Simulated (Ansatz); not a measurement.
# AlClFH4N2: the cost of one run

Method: UHF/6-31G*, in Ansatz 0.2.0.

1 further run of the same task is left out (it didn't finish).

**1. The system as given**

Bond lengths: Al1–F2 1.940 Å, Al1–N3 1.920 Å, N3–H4 1.060 Å, N3–H5 1.060 Å, Al1–N6 1.920 Å, N6–H7 1.060 Å, N6–H8 1.060 Å, F2–Cl9 1.800 Å. Angles: Al1–F2–Cl9 180.0°, F2–Al1–N3 120.0°, F2–Al1–N6 120.0°, N3–Al1–N6 120.0°, Al1–N3–H4 120.0°, Al1–N3–H5 120.0°, H4–N3–H5 120.0°, Al1–N6–H7 120.0°, Al1–N6–H8 120.0°, H7–N6–H8 120.0°.

As a file:

```xyz
9

Al    0.0000    0.0000    0.0000
F     0.0000    0.0000    1.9400
N     1.6627    0.0000   -0.9600
H     2.1293   -0.9179   -1.2118
H     2.1141    0.9179   -1.2382
N    -1.6627    0.0000   -0.9600
H    -2.3316   -0.8164   -0.8614
H    -1.9118    0.8164   -1.5886
Cl    0.0000    0.0000    3.7400
```

**2. Pulling towards end A**

Springs on the bonds that form and break draw the guess towards this end; the thresholds are loose.

Input file input.yaml:

```yaml
crystal:
  periodic: [false, false, false]
  atoms:
    - { symbol: Al, position_ang: [0.0, 0.0, 0.0] }
    - { symbol: F, position_ang: [0.0, 0.0, 1.94] }
    - { symbol: "N", position_ang: [1.6627, 0.0, -0.96] }
    - { symbol: H, position_ang: [2.1293, -0.9179, -1.2118] }
    - { symbol: H, position_ang: [2.1141, 0.9179, -1.2382] }
    - { symbol: "N", position_ang: [-1.6627, 0.0, -0.96] }
    - { symbol: H, position_ang: [-2.3316, -0.8164, -0.8614] }
    - { symbol: H, position_ang: [-1.9118, 0.8164, -1.5886] }
    - { symbol: Cl, position_ang: [0.0, 0.0, 3.74] }
magnetization:
  spin_polarized: true
  initial_magnetization: 1
basis:
  gaussian: { orbitals: "6-31G*" }
hamiltonian:
  xc: hf
relax:
  f_tol: 0.15
  max_steps: 25
  restrain:
    - { distance: [1, 8], at: 2.7, k: 30.0 }
    - { distance: [0, 1], at: 1.69, k: 30.0 }
```

Started as:

```sh
$ ansatz run input.yaml --threads 2 --pin off --max-ram 3072MiB --backend cpu --events-out ev --progress --plain --runs-dir out
```

Q: Estimate wall time and peak memory on 2 threads of Arm Neoverse V1, shared host.

About 35 s, with a peak of 0.29 GiB.
